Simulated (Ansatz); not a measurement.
**C2HK (SMILES C#[C][K]): functionals against CCSD(T) at one geometry**

An exercise on one series of results from a longer session: the logs are not shown, and one member is left open.

Program: Ansatz 0.2.0, Gaussian basis. Level of theory: single points in def2-TZVPP. These are calculated values, not measurements.

Cores are frozen in the correlated methods. The outer core shell of Li, Na, Mg and K is correlated.

**Starting geometry**

4 atoms, charge 0, spin multiplicity 1.

Atoms are counted from 1 here; the program's logs count them from 0.

Bond lengths: C1–C2 1.184 Å, C1–H4 1.107 Å, C2–K3 2.480 Å. Angles: C2–C1–H4 163.7°, C1–C2–K3 172.5°.

As a file:

```xyz
4

C    -0.7130    0.4817   -0.3272
C     0.1759   -0.1721    0.1019
K     2.2224   -1.3977    0.7785
H    -1.6468    1.0665   -0.4337
```

The first run:

Contents of run/in.yaml:

```yaml
crystal:
  periodic: [false, false, false]
  atoms:
    - {symbol: C, position_ang: [-0.713000, 0.481700, -0.327200]}
    - {symbol: C, position_ang: [0.175900, -0.172100, 0.101900]}
    - {symbol: K, position_ang: [2.222400, -1.397700, 0.778500]}
    - {symbol: H, position_ang: [-1.646800, 1.066500, -0.433700]}
basis:
  gaussian: {orbitals: def2-TZVPP}
correlation: {method: ccsd_t}
output: {forces: true}
```

The command line of these runs was not kept.

Among the steps run: CCSD(T)/def2-TZVPP; PBE0-D4/def2-TZVPP; wB97M-V/def2-TZVPP; r2SCAN-D4/def2-TZVPP; PBE-D4/def2-TZVPP; LC-wPBE/def2-TZVPP; r2SCAN0-D4/def2-TZVPP.

One table of the session follows, with a row left open; its other results are not shown here.

```
    method  RMS force component (eV/Å)  angle to CCSD(T) forces (°)  dipole (D)
   CCSD(T)                       2.592                    reference        8.92
   PBE0-D4                           ?                            ?           ?
   wB97M-V                       2.027                          5.0        8.83
 r2SCAN-D4                       2.238                          2.3        8.74
    PBE-D4                       2.412                          1.9        8.37
   LC-wPBE                       1.828                          7.0        8.94
r2SCAN0-D4                       2.029                          6.1        8.87
```

Q: Estimate the row for PBE0-D4 from the others.

**Answer.** RMS force component (eV/Å): 2.136; angle to CCSD(T) forces (°): 3.2; dipole (D): 8.70. In the column «RMS force component (eV/Å)» it lies between r2SCAN0-D4 (2.029) and r2SCAN-D4 (2.238).
